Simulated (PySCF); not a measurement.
# C4H2Cl2O2S2: magnetic properties

Wanted: magnetic properties for C4H2Cl2O2S2 (`O=S(=O)(Cl)c1sccc1Cl`).

Programs: PySCF 2.14.0, with routines of our own; each step states its level. All values are computed. Atoms count from 0.

## 1. The starting structure

12 atoms, charge 0, multiplicity 1; geometry from: GFN2-xTB.

## 2. Magnetic properties: GIAO BHandHLYP/pcSseg-1

What the job is given:

```
{"job": {"kind": "mag", "xc": "BHandHLYP", "basis": "pcSseg-1", "isotopologues": 0}, "charge": 0, "multiplicity": 1}
O      2.615960     0.432590     1.148960
S      2.075815    -0.434768     0.159338
O      2.429421    -1.813637     0.153069
Cl     2.598448     0.325904    -1.647308
C      0.331363    -0.294578     0.087909
S     -0.650886    -1.679607    -0.117144
C     -2.057136    -0.690534    -0.115901
C     -1.779658     0.633998     0.027702
C     -0.388429     0.866734     0.138939
Cl     0.363637     2.380060     0.307947
H     -3.023161    -1.143323    -0.220572
H     -2.514175     1.416476     0.051034
```

Method: GIAO BHandHLYP/pcSseg-1 magnetisability, rotational g tensor and spin-rotation constants, non-relativistic, gas phase.

Launch:

```sh
> OMP_NUM_THREADS=1 python excited_run.py task.json out
```

This one command runs all jobs of the session in turn.

Log:

```text
coarse grid: 14256 points
cycle   1  E = -2020.1289726045  dE =  3.155e+00  |g| = 1.162e+00  |ddm| = 4.111e+00
cycle   2  E = -2019.8036437092  dE =  3.253e-01  |g| = 1.798e+00  |ddm| = 2.833e+00
cycle   3  E = -2020.3927716001  dE = -5.891e-01  |g| = 1.349e-01  |ddm| = 1.915e+00
cycle   4  E = -2020.3958996229  dE = -3.128e-03  |g| = 8.079e-02  |ddm| = 2.208e-01
cycle   5  E = -2020.3974415812  dE = -1.542e-03  |g| = 1.729e-02  |ddm| = 8.610e-02
cycle   6  E = -2020.3975146798  dE = -7.310e-05  |g| = 5.301e-03  |ddm| = 2.529e-02
cycle   7  E = -2020.3975219932  dE = -7.313e-06  |g| = 1.161e-03  |ddm| = 7.656e-03
final grid: 124976 points
cycle   8  E = -2020.4533080824  dE = -1.191e-05  |g| = 2.834e-03  |ddm| = 1.753e-02
cycle   9  E = -2020.4533075545  dE =  5.279e-07  |g| = 3.231e-03  |ddm| = 6.495e-03
cycle  10  E = -2020.4533100457  dE = -2.491e-06  |g| = 4.647e-04  |ddm| = 3.880e-03
cycle  11  E = -2020.4533100928  dE = -4.706e-08  |g| = 1.600e-04  |ddm| = 7.190e-04
cycle  12  E = -2020.4533100989  dE = -6.148e-09  |g| = 5.795e-05  |ddm| = 2.163e-04
cycle  13  E = -2020.4533100997  dE = -7.776e-10  |g| = 1.960e-05  |ddm| = 7.690e-05
converged SCF energy = -2020.4533100997

Magnetisability tensor (1e-30 J/T^2)
    -1540.63      -41.93       84.73
      -41.93    -1567.69      108.44
       84.73      108.44    -2313.14
isotropic -1807.15   principal values   -2338.71  -1572.69  -1510.06
isotropic susceptibility -108.829 1e-6 cm^3/mol

Inertial axes            a          b          c
rot. const./GHz      1.0342     0.7486     0.5359
chi total           -94.821    -93.763   -137.904
chi diamagnetic   -1183.967  -1621.101  -2185.607
chi paramagnetic   1089.146   1527.338   2047.703
quadrupole/D A       10.562     -3.318     -7.244
g nuclear            0.5003     0.5187     0.5141
g electronic        -0.5292    -0.5371    -0.5156
g total             -0.0289    -0.0184    -0.0015

Spin-rotation constants (kHz, H = +C I.J)
atom  isotope        aa         bb         cc
  3   35Cl        0.610      0.483      0.121
  9   35Cl        0.356      0.135      0.105
 10     1H        0.067     -0.050     -0.058
 11     1H        0.002     -0.006     -0.058
  0    17O*      -0.345     -0.225     -0.132
  1    33S*       0.505      0.235      0.216
  4    13C*       0.446      0.289      0.117
  5    33S*       0.373      0.328      0.158
  6    13C*       0.509      0.272      0.082
  7    13C*       0.447      0.270      0.090
  8    13C*       0.418      0.321      0.098
* in the singly substituted isotopologue
```

Wall time 51 s (1 thread of Arm Neoverse V1, shared host); peak memory 0.98 GiB.

From this job:

| quantity | value |
| --- | --- |
| magnetisability | -1807·10⁻³⁰ J/T² |
| molar susceptibility | -108.8·10⁻⁶ cm³/mol |
| rotational g (a, b, c) | -0.0289, -0.0184, -0.0015 |

## 3. Magnetic properties: GIAO BP86/3-21G

Settings changed since step 2:

```diff
@@ -1,2 +1,2 @@
-{"job": {"kind": "mag", "xc": "BHandHLYP", "basis": "pcSseg-1", "isotopologues": 0}, "charge": 0, "multiplicity": 1}
+{"job": {"kind": "mag", "xc": "BP86", "basis": "3-21G"}, "charge": 0, "multiplicity": 1}
 O      2.615960     0.432590     1.148960
```

Level: GIAO BP86/3-21G magnetisability, rotational g tensor and spin-rotation constants, non-relativistic, gas phase.

Log:

```text
coarse grid: 14256 points
cycle   1  E = -2010.1110620070  dE =  1.769e+00  |g| = 1.330e+00  |ddm| = 4.974e+00
cycle   2  E = -2005.0063976429  dE =  5.105e+00  |g| = 4.271e+00  |ddm| = 8.696e+00
cycle   3  E = -2010.1320601534  dE = -5.126e+00  |g| = 1.051e+00  |ddm| = 7.862e+00
cycle   4  E = -2010.4879370187  dE = -3.559e-01  |g| = 2.321e-01  |ddm| = 2.086e+00
cycle   5  E = -2010.4758654804  dE =  1.207e-02  |g| = 3.063e-01  |ddm| = 7.852e-01
cycle   6  E = -2010.5028794991  dE = -2.701e-02  |g| = 5.655e-02  |ddm| = 4.588e-01
cycle   7  E = -2010.5036188130  dE = -7.393e-04  |g| = 2.882e-02  |ddm| = 1.115e-01
cycle   8  E = -2010.5038132342  dE = -1.944e-04  |g| = 1.280e-02  |ddm| = 5.824e-02
cycle   9  E = -2010.5038480261  dE = -3.479e-05  |g| = 5.508e-03  |ddm| = 1.975e-02
cycle  10  E = -2010.5038496150  dE = -1.589e-06  |g| = 4.375e-03  |ddm| = 1.202e-02
cycle  11  E = -2010.5038536078  dE = -3.993e-06  |g| = 1.467e-03  |ddm| = 7.054e-03
final grid: 124976 points
cycle  12  E = -2010.6482314884  dE = -1.580e-05  |g| = 7.978e-03  |ddm| = 3.040e-02
cycle  13  E = -2010.6481658510  dE =  6.564e-05  |g| = 1.686e-02  |ddm| = 3.561e-02
cycle  14  E = -2010.6482450727  dE = -7.922e-05  |g| = 3.600e-03  |ddm| = 2.797e-02
cycle  15  E = -2010.6482480966  dE = -3.024e-06  |g| = 8.594e-04  |ddm| = 4.998e-03
cycle  16  E = -2010.6482482459  dE = -1.493e-07  |g| = 4.498e-04  |ddm| = 1.510e-03
cycle  17  E = -2010.6482482854  dE = -3.944e-08  |g| = 1.042e-04  |ddm| = 6.370e-04
cycle  18  E = -2010.6482482886  dE = -3.271e-09  |g| = 2.265e-05  |ddm| = 2.200e-04
cycle  19  E = -2010.6482482888  dE = -1.319e-10  |g| = 1.104e-05  |ddm| = 5.483e-05
converged SCF energy = -2010.6482482888

Magnetisability tensor (1e-30 J/T^2)
    -1540.40      -48.25      115.88
      -48.25    -1586.09      126.23
      115.88      126.23    -2275.56
isotropic -1800.68   principal values   -2317.29  -1576.73  -1508.03
isotropic susceptibility -108.440 1e-6 cm^3/mol

Inertial axes            a          b          c
rot. const./GHz      1.0342     0.7486     0.5359
chi total           -95.245    -94.713   -135.362
chi diamagnetic   -1185.225  -1623.072  -2186.501
chi paramagnetic   1089.980   1528.360   2051.139
quadrupole/D A       10.365     -2.304     -8.061
g nuclear            0.5003     0.5187     0.5141
g electronic        -0.5296    -0.5375    -0.5164
g total             -0.0293    -0.0188    -0.0024

Spin-rotation constants (kHz, H = +C I.J)
atom  isotope        aa         bb         cc
  3   35Cl        0.620      0.478      0.119
  9   35Cl        0.325      0.134      0.080
 10     1H        0.053     -0.058     -0.065
 11     1H       -0.011     -0.011     -0.067
  0    17O*      -0.336     -0.253     -0.124
  1    33S*       0.455      0.175      0.178
  4    13C*       0.340      0.237      0.100
  5    33S*       0.329      0.260      0.142
  6    13C*       0.384      0.211      0.063
  7    13C*       0.344      0.216      0.071
  8    13C*       0.314      0.242      0.081
* in the singly substituted isotopologue
```

Wall time 26 s (1 thread of Arm Neoverse V1, shared host); peak memory 0.54 GiB.

Key values:

| quantity | value |
| --- | --- |
| magnetisability | -1801·10⁻³⁰ J/T² |
| molar susceptibility | -108.4·10⁻⁶ cm³/mol |
| rotational g (a, b, c) | -0.0293, -0.0188, -0.0024 |

## 4. Magnetic properties side by side

| level | ξ (10⁻³⁰ J/T²) | g(a) | g(b) | gap (eV) | functions | time |
| --- | --- | --- | --- | --- | --- | --- |
| GIAO BHandHLYP/pcSseg-1 | -1807 | -0.0289 | -0.0184 | 7.48 | 208 | 51 s |
| GIAO BP86/3-21G | -1801 | -0.0293 | -0.0188 | 3.76 | 110 | 26 s |

## 5. Results

| quantity | value |
| --- | --- |
| magnetisability (step 2, GIAO BHandHLYP/pcSseg-1) | -1807·10⁻³⁰ J/T² |
| molar susceptibility (step 2, GIAO BHandHLYP/pcSseg-1) | -108.8·10⁻⁶ cm³/mol |
| rotational g (a, b, c) (step 2, GIAO BHandHLYP/pcSseg-1) | -0.0289, -0.0184, -0.0015 |
| magnetisability over the levels | -1807 to -1801·10⁻³⁰ J/T² |

**Reading.** The magnetisability spreads by 0.4 % over 2 levels, from GIAO BHandHLYP/pcSseg-1 (51 s) to GIAO BP86/3-21G (26 s); the runs took 26 s to 51 s. Two levels can agree by chance, so this spread shows no convergence. Vibrational averaging and real surroundings are missing from these values.
